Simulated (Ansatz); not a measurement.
# Cu: how well frozen cores do

The same cell of Cu is computed with all-electron LAPW, PAW with frozen cores and all-electron PAW on datasets made for the crystal, to set the results side by side.

Computed with Ansatz 0.2.0 (DFT PBEsol, scalar-relativistic, unless a step's input says otherwise).

### 1 The system as given

It takes space group Fm-3m (No. 225, cubic). Conventional cell: a = 3.615 Å, b = 3.615 Å, c = 3.615 Å, α = 90.00°, β = 90.00°, γ = 90.00°. Cu (site symmetry m-3m) has 12 Cu at 2.56 Å as nearest neighbours.

Coordinates:

```xyz
1
Lattice="0.0000 1.8075 1.8075 1.8075 0.0000 1.8075 1.8075 1.8075 0.0000" Properties=species:S:1:pos:R:3 pbc="T T T"
Cu    0.0000    0.0000    0.0000
```

The cell comes from a crystallographic database entry that wasn't checked; take it as a given geometry, which may be far from equilibrium.

### 2 All-electron LAPW

The input, input.yaml:

```yaml
crystal:
  lattice:
    - [0.0, 1.8075, 1.8075]
    - [1.8075, 0.0, 1.8075]
    - [1.8075, 1.8075, 0.0]
  atoms:
    - { symbol: Cu, position: [0.0, 0.0, 0.0] }
kpoints:
  mp_grid: { grid: [17, 17, 17] }
  band_path:
    path:
      - [0.0, 0.0, 0.0]
      - [0.5, 0.0, 0.5]
      - [0.625, 0.25, 0.625]
      - [0.375, 0.375, 0.75]
      - [0.0, 0.0, 0.0]
      - [0.5, 0.5, 0.5]
      - [0.5, 0.25, 0.75]
      - [0.5, 0.0, 0.5]
    npoints: 14
scf:
  occupations: { method: fermi_dirac, width: 0.03 }
hamiltonian:
  xc: pbesol
  pseudopotentials: { kind: all_electron, lapw: { basis_error: 0.00025 } }
output:
  forces: true
  stress: true
  eigenvalues: true
  fatbands: true
  populations: true
  dos: { projected: true, de: 0.2, e_range: [-14, 8] }
```

On the command line:

```console
$ ansatz run input.yaml --threads 1 --pin off --max-ram 3072MiB --backend cpu --events-out ev --progress --plain --runs-dir out
```

### 3 PAW with frozen cores

input.yaml, as its differences from that of step 2:

```diff
@@ -24,3 +24,3 @@
   xc: pbesol
-  pseudopotentials: { kind: all_electron, lapw: { basis_error: 0.00025 } }
+  pseudopotentials: { kind: paw }
 output:
@@ -29,4 +29,9 @@
   eigenvalues: true
-  fatbands: true
+  efg: { contact_densities: true }
   populations: true
+  bader: true
   dos: { projected: true, de: 0.2, e_range: [-14, 8] }
+  write_density: true
+  write_potential: true
+  elf: true
+  volumetric_format: npy
```

### 4 All-electron PAW on datasets made for the crystal

input.yaml, as its differences from that of step 3:

```diff
@@ -19,3 +19,3 @@
       - [0.5, 0.0, 0.5]
-    npoints: 14
+    npoints: 8
 scf:
@@ -24,3 +24,3 @@
   xc: pbesol
-  pseudopotentials: { kind: paw }
+  pseudopotentials: { kind: all_electron, datasets: crystal }
 output:
@@ -30,8 +30 @@
   efg: { contact_densities: true }
-  populations: true
-  bader: true
-  dos: { projected: true, de: 0.2, e_range: [-14, 8] }
-  write_density: true
-  write_potential: true
-  elf: true
-  volumetric_format: npy
```

(Steps that only read results are left out.)

Q: Predict the outcome of this session. Wanted: pressure; gap.

As calculated:

```
  quantity                                              value
  pressure  LAPW -6.69, PAW -6.69, crystal datasets -6.69 GPa
gap (LAPW)                                               none
```

What this shows: The pressure of -6.7 GPa pushes the cell to shrink, with the atoms held in place. The count of 19 electrons in bands leaves a band partly filled, so there is no gap. Within 0.3 eV of the Fermi level the largest projected share is Cu 4s (54 %). The projection holds only the free atom's occupied shells (Cu 4s, Cu 3d in this range). PAW lies less than 0.01 GPa from LAPW in pressure. LAPW took about 3 times as long as PAW (19 s against 5.6 s, on a shared host and with the outputs that each input asks for).
